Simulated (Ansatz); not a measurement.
# F2IrO: the cost of one run

Method: the levels named in each step, in Ansatz 0.2.0.

## Step 1: The system as given

Bond lengths: O1–Ir2 1.641 Å, Ir2–F3 1.810 Å, Ir2–F4 1.810 Å. Angles: O1–Ir2–F3 119.2°, O1–Ir2–F4 119.2°, F3–Ir2–F4 121.6°.

Structure file:

```xyz
4

O    -0.1275    1.6661   -0.0032
Ir   -0.0023    0.0295   -0.0001
F     1.6413   -0.7294   -0.0053
F    -1.5100   -0.9725    0.0086
```

## Step 2: A rough first relaxation, PBE-D4/def2-SVP

File input.yaml:

```yaml
crystal:
  periodic: [false, false, false]
  atoms:
    - { symbol: O, position_ang: [-0.12752, 1.66613, -0.00324] }
    - { symbol: Ir, position_ang: [-0.00227, 0.02953, -5.0e-05] }
    - { symbol: F, position_ang: [1.64134, -0.72935, -0.00531] }
    - { symbol: F, position_ang: [-1.51004, -0.97246, 0.00857] }
magnetization:
  spin_polarized: true
  initial_magnetization: 1
basis:
  gaussian: { orbitals: def2-SVP }
hamiltonian:
  xc: pbe
  dispersion: d4
relax:
  f_tol: 0.03
  max_steps: 200
```

On the command line:

```bash
ansatz run input.yaml --threads 2 --pin off --max-ram 5120MiB --backend cpu --events-out ev --progress --plain --runs-dir out
```

Q: Estimate wall time and peak memory on 2 threads of Arm Neoverse N1, shared host.

About 18 s, with a peak of 0.15 GiB.
